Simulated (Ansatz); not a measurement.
# H₇NSi₂Zn: one species, many methods

An exercise on one series of results from a longer session: the logs are not shown, and one member is left open.

Computed with Ansatz 0.2.0, Gaussian basis. Level: functionals in def2-TZVPP, the program's frozen cores in correlated methods.

The runs, in order: LDA (SPW92), PBE-D4, revPBE-D4, BLYP-D4, r2SCAN-D4, B97M-V, PBE0-D4, B3LYP-D4, r2SCANh-D4, r2SCAN0-D4, HSE06-D4, BHLYP-D4, CAM-B3LYP-D4, LC-ωPBE, ωB97X-V, ωB97M-V, B2PLYP, PBE-QIDH; CCSD(T)/def2-SVP; CCSD(T)/def2-TZVPP; MP2/def2-QZVPP; extrapolation to the limit; RPA on PBE.

## The relaxed structure

The geometry comes from an earlier relaxation with PBE0-D4 in a triple-zeta def2 set; it is a stationary point, not always the lowest conformer.

SMILES `[SiH3][N]([SiH3])[ZnH]`, 11 atoms, charge 0, spin multiplicity 1.

Atoms are counted from 1 here; the program's logs count them from 0.

Bond lengths: Si1–N2 1.720 Å, Si1–H5 1.493 Å, Si1–H6 1.491 Å, Si1–H7 1.491 Å, N2–Si3 1.720 Å, N2–Zn4 1.841 Å, Si3–H8 1.493 Å, Si3–H9 1.491 Å, Si3–H10 1.491 Å, Zn4–H11 1.518 Å. Angles: N2–Si1–H5 108.4°, N2–Si1–H6 112.3°, N2–Si1–H7 112.4°, H5–Si1–H6 108.2°, H5–Si1–H7 108.0°, H6–Si1–H7 107.4°, Si1–N2–Si3 124.1°, Si1–N2–Zn4 117.9°, Si3–N2–Zn4 117.9°, N2–Si3–H8 108.4°, N2–Si3–H9 112.4°, N2–Si3–H10 112.3°, H8–Si3–H9 108.0°, H8–Si3–H10 108.2°, H9–Si3–H10 107.4°, N2–Zn4–H11 180.0°.

Set-up of the first run:

in.yaml reads:

```yaml
crystal:
  periodic: [false, false, false]
  atoms:
    - {symbol: Si, position_ang: [-0.471753, 1.456867, -0.510997]}
    - {symbol: N, position_ang: [-0.052677, -0.173559, -0.158629]}
    - {symbol: Si, position_ang: [0.763463, -0.672260, 1.270804]}
    - {symbol: Zn, position_ang: [-0.506733, -1.466374, -1.388891]}
    - {symbol: H, position_ang: [-1.195519, 1.485733, -1.816320]}
    - {symbol: H, position_ang: [-1.362576, 2.047945, 0.527664]}
    - {symbol: H, position_ang: [0.723877, 2.339529, -0.627085]}
    - {symbol: H, position_ang: [0.919696, -2.156347, 1.230749]}
    - {symbol: H, position_ang: [2.121155, -0.068659, 1.390976]}
    - {symbol: H, position_ang: [0.007498, -0.317650, 2.505521]}
    - {symbol: H, position_ang: [-0.881131, -2.532125, -2.403090]}
basis:
  gaussian: {orbitals: def2-TZVPP}
hamiltonian: {xc: lda}
output: {orbitals: {seedname: orbitals}}
```

The run is started by

```console
$ ansatz run in.yaml --threads 4 --pin off --events-out ev --progress --plain --max-ram 11315MiB
```

Steps of the session up to this table: LDA; PBE-D4 (GGA); revPBE-D4 (GGA); BLYP-D4 (GGA); r2SCAN-D4 (meta-GGA); B97M-V (meta-GGA); PBE0-D4 (hybrid); B3LYP-D4 (hybrid); r2SCANh-D4 (hybrid); r2SCAN0-D4 (hybrid); HSE06-D4 (hybrid); BHLYP-D4 (hybrid); CAM-B3LYP-D4 (range-separated); LC-ωPBE (range-separated); ωB97X-V (range-separated); ωB97M-V (range-separated); B2PLYP (double hybrid); PBE-QIDH (double hybrid).

One table of the session follows, with a row left open; its other results are not shown here.

It belongs to the step «Frontier levels by functional». 

```
  functional  HOMO (eV)  gap (eV)
 LDA (SPW92)      -6.31      4.59
      PBE-D4      -6.20      4.73
   revPBE-D4      -6.15      4.81
     BLYP-D4      -6.07      4.72
   r2SCAN-D4      -6.47      5.31
      B97M-V          ?         ?
     PBE0-D4      -7.44      6.83
    B3LYP-D4      -7.22      6.39
  r2SCANh-D4      -6.93      6.07
  r2SCAN0-D4      -7.63      7.20
    HSE06-D4      -7.04      6.06
    BHLYP-D4      -8.60      8.71
CAM-B3LYP-D4      -8.78      9.02
     LC-ωPBE     -10.13     11.47
     ωB97X-V      -9.80     10.98
     ωB97M-V      -9.70     10.56
```

Estimate the missing values for B97M-V.

As computed: HOMO (eV): -6.62; gap (eV): 5.15. In the column «HOMO (eV)» it lies between r2SCANh-D4 (-6.93) and r2SCAN-D4 (-6.47).
